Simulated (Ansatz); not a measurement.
# Si2Ni: the cost of one run

Program: Ansatz 0.2.0. Level of theory: DFT LDA, scalar-relativistic, plane waves, PAW. These are calculated values, not measurements.

The COD entry's cell or inner coordinates are ideal or old and differ from later refinements, so a difference from it is no clean test against experiment.

28 further runs of the same task are left out: 28 set aside as unsound or not needed.

## (1) The starting structure

Symmetry: Fm-3m, No. 225, cubic system. Conventional cell: a = 5.351 Å, b = 5.351 Å, c = 5.351 Å, α = 90.00°, β = 90.00°, γ = 90.00°. Si (site symmetry -43m) is surrounded by 4 Ni at 2.32 Å. Ni (site symmetry m-3m) has 8 Si at 2.32 Å as nearest neighbours.

Structure file:

```cif
data_structure
_symmetry_space_group_name_H-M 'Fm-3m'
_symmetry_Int_Tables_number 225
_cell_length_a 5.3510
_cell_length_b 5.3510
_cell_length_c 5.3510
_cell_angle_alpha 90.000
_cell_angle_beta 90.000
_cell_angle_gamma 90.000
_cell_volume 153.21
loop_
_atom_site_label
_atom_site_type_symbol
_atom_site_symmetry_multiplicity
_atom_site_Wyckoff_symbol
_atom_site_fract_x
_atom_site_fract_y
_atom_site_fract_z
_atom_site_occupancy
Si1 Si 8 c 0.25000 0.75000 0.75000 1
Ni1 Ni 4 a 0.00000 0.00000 0.00000 1
```

## (2) Volume 12.768 Å³ an atom, total moment held at 0.125 muB a cell

Contents of input.yaml:

```yaml
crystal:
  lattice:
    - [0.0, 2.6754800491, 2.6754800491]
    - [2.6754800491, 0.0, 2.6754800491]
    - [2.6754800491, 2.6754800491, 0.0]
  atoms:
    - { symbol: Si, position: [0.25, 0.25, 0.25] }
    - { symbol: Si, position: [0.75, 0.75, 0.75] }
    - { symbol: Ni, position: [0.0, 0.0, 0.0], spin: 0.125 }
basis:
  ecutwfc: 520.0
kpoints:
  mp_grid: { grid: [14, 14, 14] }
hamiltonian:
  xc: lda
  pseudopotentials: { kind: paw, azcp: { folder: soft_1 } }
scf:
  occupations: { method: gaussian, width: 0.15 }
  lower_state_search: "off"
output:
  forces: true
  stress: true
  eigenvalues: true
  populations: true
magnetization:
  spin_polarized: true
  initial_magnetization: 0.125
  spin_locking: { lock_magnetization: hard }
```

The run is started by

```
$ ansatz run input.yaml --threads 2 --pin off --max-ram 4096MiB --backend cpu --events-out ev --progress --plain --runs-dir out
```

What time and memory should one allow on 2 threads of Arm Neoverse N1, shared host?

About 15 s, with a peak of 0.41 GiB.
